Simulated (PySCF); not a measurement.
# BaH₂: rigid scans about the minimum

Aim: map the energy of singlet BaH₂ about its PBE0 minimum, with rigid distortions.

Method: PBE0, basis Ba x2c-TZVPall, H x2c-TZVPall, spin-free X2C, no spin–orbit coupling, density fitting; program: PySCF 2.14.0.

### Step 1. The system as given

3 atoms, charge 0, spin multiplicity 1.

Bond lengths: Ba1–H2 2.255 Å, Ba1–H3 2.255 Å. Angles: H2–Ba1–H3 115.1°.

Z-matrix (Å, degrees; charge 0 multiplicity 1):
```
Ba
H  1 2.2545
H  1 2.2545 2 115.12
```

### Step 2. Breathing scan

One driver script runs all scans and calls PySCF for each point, on a (75, 302) grid.

Started as:

```sh
> OMP_NUM_THREADS=2 python axn.py task.json out
```

A rigid scan with PBE0: all bonds to the central atom are scaled together. Each point starts from its neighbour's orbitals, and energies count from the minimum.

```tsv
scale of all bonds to the centre	energy (kJ/mol)	dipole size (D)
0.88	46.6	5.69
0.92	19.1	6.13
0.96	4.5	6.53
1.00	0.0	6.91
1.04	3.5	7.26
1.08	13.3	7.59
1.14	36.5	8.05
1.22	77.9	8.61
1.35	157.7	9.39
```

The scan took 8.8 s on 2 threads of Arm Neoverse V1, shared host.

### Step 3. Stretching one bond

A rigid scan with PBE0: the bond from Ba to the last atom (H) is scaled and the rest held.

```tsv
scale of one bond	energy (kJ/mol)	dipole size (D)
0.92	9.2	6.57
0.96	2.1	6.73
1.00	0.0	6.91
1.05	2.6	7.14
1.12	13.0	7.49
1.20	31.0	7.90
1.35	72.6	8.70
1.55	129.5	9.71
1.80	190.9	10.70
2.20	260.5	11.64
```

The scan took 10 s.

A restricted determinant lies too high at long bonds, where the pair should uncouple.

### Step 4. Bending curve

A rigid scan with PBE0: the H–Ba–H angle changes, with bonds held.

```tsv
bond angle (°)	energy (kJ/mol)	dipole size (D)
80	24.1	8.75
90	11.8	8.32
100	3.9	7.81
110	0.2	7.23
120	0.8	6.58
130	5.7	5.86
140	14.5	5.03
150	25.9	4.06
160	37.7	2.90
170	46.8	1.53
180	50.3	0.00
```

The scan took 10 s.

### Step 5. Outcome

| quantity | value |
| --- | --- |
| all bonds 4 % longer | 3.5 kJ/mol |
| one bond 20 % longer | 31.0 kJ/mol |
| linear shape, bonds held | 50.3 kJ/mol |

**Reading.** The well is lopsided, 4.5 kJ/mol for 4 % shorter bonds against 3.5 for 4 % longer ones. Held rigid otherwise, the linear shape costs 50 kJ/mol.  Spin–orbit coupling is left out.
